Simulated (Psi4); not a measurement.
**CCSD(T)/cc-pVDZ (sweep point 5) run of AlCl2F (SMILES [F][Al]([Cl])[Cl])**

What is the vertical ionisation energy of AlCl2F at CCSD(T)/cc-pVDZ (sweep point 5)? 

The calculation is run with Psi4 1.11.

**1. The molecule**

AlCl2F: 4 atoms, total charge 0, spin state singlet. SMILES: `[F][Al]([Cl])[Cl]`. Geometry: a GFN2-xTB relaxation, a rough one for these elements and not checked as a minimum.

Bond lengths: Al1–Cl2 2.019 Å, Al1–Cl3 2.019 Å, Al1–F4 1.655 Å. Angles: Cl2–Al1–Cl3 127.3°, Cl2–Al1–F4 116.4°, Cl3–Al1–F4 116.4°.

**2. A single-point energy at CCSD(T)/cc-pVDZ (sweep point 5)**

The input, alcl2f.in:

```
memory 1600 MB

molecule {
  0 1
  Al    -0.017680    -0.029510    -0.000030
  Cl     1.994930    -0.186520     0.014240
  Cl    -1.111650     1.666840    -0.016240
  F     -0.865600    -1.450810     0.002030
  units angstrom
  symmetry c1
}

set {
  puream true
  scf_type pk
  num_frozen_docc 16
}

e_tot, wfn = energy('ccsd(t)/cc-pVDZ', return_wfn=True)
print_variables()
```

Command:

```console
$ psi4 -i alcl2f.in -o alcl2f.out -n 1
```

alcl2f.out, shortened:

```text
[...]
  Running in c1 symmetry.
[...]
  Nuclear repulsion =  247.327666045466202
[...]
  Multiplicity = 1
[...]
  Nalpha       = 28
  Nbeta        = 28
[...]
    Number of basis functions: 68
[...]
   @RHF iter   1: -1260.51959445806642   -6.45627e-01   5.75093e-03 ADIIS/DIIS
[...]
   @RHF iter  10: -1260.58306432334666   -7.27596e-12   5.32548e-09 DIIS
[...]
    Orbital Energies [Eh]
    ---------------------
    Doubly Occupied:
       1A   -104.845705     2A   -104.845686     3A    -58.588677
       4A    -26.274721     5A    -10.576012     6A    -10.575987
       7A     -8.043008     8A     -8.042982     9A     -8.040591
      10A     -8.040566    11A     -8.040382    12A     -8.040357
      13A     -5.000158    14A     -3.315766    15A     -3.315305
      16A     -3.315014    17A     -1.557610    18A     -1.122928
      19A     -1.109846    20A     -0.690916    21A     -0.640986
      22A     -0.634937    23A     -0.593528    24A     -0.545139
      25A     -0.509463    26A     -0.507129    27A     -0.493304
      28A     -0.483894
[...]
  @RHF Final Energy: -1260.58306432334666
   => Energetics <=
    Nuclear Repulsion Energy =            247.3276660454662021
    One-Electron Energy =               -2240.2402682416186508
    Two-Electron Energy =                 732.3295378728058722
    Total Energy =                      -1260.5830643233466617
[...]
 Multipole Moments:
 ------------------------------------------------------------------------------------
     Multipole            Electronic (a.u.)      Nuclear  (a.u.)        Total (a.u.)
 ------------------------------------------------------------------------------------
 L = 1.  Multiply by 2.5417464519 to convert [e a0] to [Debye]
 Dipole X            :         -0.2370152            0.4703374            0.2333222
 Dipole Y            :         -0.3963875            0.7882877            0.3919002
 Dipole Z            :          0.0003097           -0.0010839           -0.0007743
 Magnitude           :                                                    0.4560983
[...]
      * MP2 total energy                      = -1261.091342452472418
[...]
      * CCSD total energy                     = -1261.116284479953038
[...]
      * CCSD(T) total energy                  = -1261.125880373498148
[...]
```

It took 35 s on 1 thread of AMD EPYC 7R43 (Zen 3), shared host; peak memory 0.35 GiB.

**3. The doublet cation, same level**

The input, job.inp:

```
memory 1600 mb

molecule system {
  1 2
  Al    -0.017680    -0.029510    -0.000030
  Cl     1.994930    -0.186520     0.014240
  Cl    -1.111650     1.666840    -0.016240
  F     -0.865600    -1.450810     0.002030
  symmetry c1
}

set {
  reference uhf
  puream true
  scf_type pk
  num_frozen_docc 16
  maxiter 150
}

energy("ccsd(t)/cc-pVDZ")
```

Command:

```console
$ psi4 -i job.inp -o job.out -n 1
```

job.out, shortened:

```text
[...]
  Running in c1 symmetry.
[...]
  Nuclear repulsion =  247.327666045466202
[...]
  Multiplicity = 2
[...]
  Nalpha       = 28
  Nbeta        = 27
[...]
    Number of basis functions: 68
[...]
   @UHF iter   1: -1260.05319467164304   -1.79227e-01   5.76432e-03 ADIIS/DIIS
[...]
   @UHF iter  19: -1260.13254706319026   -2.04636e-12   5.85416e-09 DIIS
[...]
   @S^2 Observed:                8.007460617E-01
[...]
    Orbital Energies [Eh]
    ---------------------
    Alpha Occupied:
       1A   -105.147837     2A   -105.147700     3A    -58.821720
       4A    -26.466322     5A    -10.875559     6A    -10.875418
       7A     -8.352865     8A     -8.352715     9A     -8.338738
      10A     -8.338598    11A     -8.336658    12A     -8.336520
      13A     -5.232699    14A     -3.549508    15A     -3.547570
      16A     -3.546967    17A     -1.745316    18A     -1.420237
      19A     -1.409453    20A     -0.898844    21A     -0.849724
      22A     -0.843869    23A     -0.821031    24A     -0.813501
      25A     -0.800134    26A     -0.786227    27A     -0.775319
      28A     -0.764970
    Alpha Virtual:
[...]
  @UHF Final Energy: -1260.13254706319026
   => Energetics <=
    Nuclear Repulsion Energy =            247.3276660454662021
    One-Electron Energy =               -2225.8332782637944547
    Two-Electron Energy =                 718.3730651551379651
    Total Energy =                      -1260.1325470631902590
  UHF NO Occupations:
  HONO-2 :   26  A 1.9988674
  HONO-1 :   27  A 1.9769834
[...]
 Multipole Moments:
 ------------------------------------------------------------------------------------
     Multipole            Electronic (a.u.)      Nuclear  (a.u.)        Total (a.u.)
 ------------------------------------------------------------------------------------
 L = 1.  Multiply by 2.5417464519 to convert [e a0] to [Debye]
 Dipole X            :          0.1720365            0.4703374            0.6423740
 Dipole Y            :          0.2913732            0.7882877            1.0796609
 Dipole Z            :         -0.0006401           -0.0010839           -0.0017241
 Magnitude           :                                                    1.2563100
[...]
      * MP2 total energy                      = -1260.634569943877068
[...]
      * CCSD total energy                     = -1260.664400793457844
[...]
      * CCSD(T) total energy                     = -1260.677779965014906
[...]
```

Wall time 76 s (1 thread of AMD EPYC 7R43 (Zen 3), shared host); peak memory 0.33 GiB.

**4. What came out**

Level: CCSD(T)/cc-pVDZ (sweep point 5), 16 core orbitals frozen.

| quantity | value |
| --- | --- |
| singlet AlCl2F: total energy | -1261.12588 Eh |
| singlet AlCl2F: HOMO energy (Hartree–Fock orbitals) | -13.17 eV |
| singlet AlCl2F: LUMO energy (Hartree–Fock orbitals) | 2.11 eV |
| singlet AlCl2F: HOMO–LUMO gap (Hartree–Fock orbitals) | 15.27 eV |
| singlet AlCl2F: correlation energy (16 core orbitals frozen) | -542.8 mEh |
| singlet AlCl2F: (T) correction | -9.60 mEh |
| singlet AlCl2F: T1 diagnostic | 0.011 |
| doublet cation: total energy | -1260.67778 Eh |
| doublet cation: HOMO energy (Hartree–Fock orbitals) (highest over α and β) | -17.04 eV |
| doublet cation: LUMO energy (Hartree–Fock orbitals) (lowest over α and β) | -11.31 eV |
| doublet cation: correlation energy (16 core orbitals frozen) | -545.2 mEh |
| doublet cation: (T) correction | -13.38 mEh |
| doublet cation: ⟨S²⟩ of the reference determinant | 0.801 |
| doublet cation: T1 diagnostic | 0.035 |
| vertical ionisation energy (to the doublet cation) | 12.193 eV |

What this shows: The vertical ionisation energy comes to 12.19 eV (1176 kJ/mol). The triples (singlet AlCl2F) make up 1.8 % of the correlation energy. The triples (doublet cation) make up 2.5 % of the correlation energy.
